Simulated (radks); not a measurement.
# Cu⁺ in [Ar] 3d10: an all-electron calculation

An exercise on one series of results from a longer session: the logs are not shown, and one member is left open.

Method: scalar-relativistic Kohn-Sham, r2SCAN, spin-unpolarised, spherical densities, finite nucleus. Code: radks (a radial shooting solver on a logarithmic mesh, Libxc functionals) version 1.

### Starting point

```
element            : copper (Z = 29)
charge             : +1
electrons          : 28
configuration      : [Ar] 3d10
nuclear rms radius : 3.8823 fm
```

Outer shells as boxes (Hund's rule):

Cu⁺
```
[Ar] core
3d [↑↓][↑↓][↑↓][↑↓][↑↓]
```

Set-up of the first run:

The run's settings:

```text
Z 29
configuration [Ar] 3d10
relativity scalar-relativistic
functional r2scan,r2scan
spin unpolarised
nucleus finite rms 3.8823 fm
c 137.035999084
```

Launch:

```sh
python run_ks.py task.json out
```

The same process makes all the runs of this session.

Among the steps run: Self-consistent calculation.

One table of the session follows, with a row left open; its other results are not shown here.

It belongs to the step «Radial structure». Radial moments (bohr):

| level | <r> | outermost maximum (interpolated) | 90 % within | nodes |
| --- | --- | --- | --- | --- |
| 1s | 0.05214 | 0.0341 | 0.0931 | 0 |
| 2s | ? | ? | ? | ? |
| 2p | 0.2063 | 0.158 | 0.337 | 0 |
| 3s | 0.7125 | 0.613 | 1.07 | 2 |
| 3p | 0.7509 | 0.620 | 1.16 | 1 |
| 3d | 1.007 | 0.607 | 1.81 | 0 |

Estimate the missing values for 2s.

As computed: <r>: 0.2348; outermost maximum (interpolated): 0.196; 90 % within: 0.363; nodes: 1. In the column «<r>» it lies between 2p (0.2063) and 3s (0.7125).
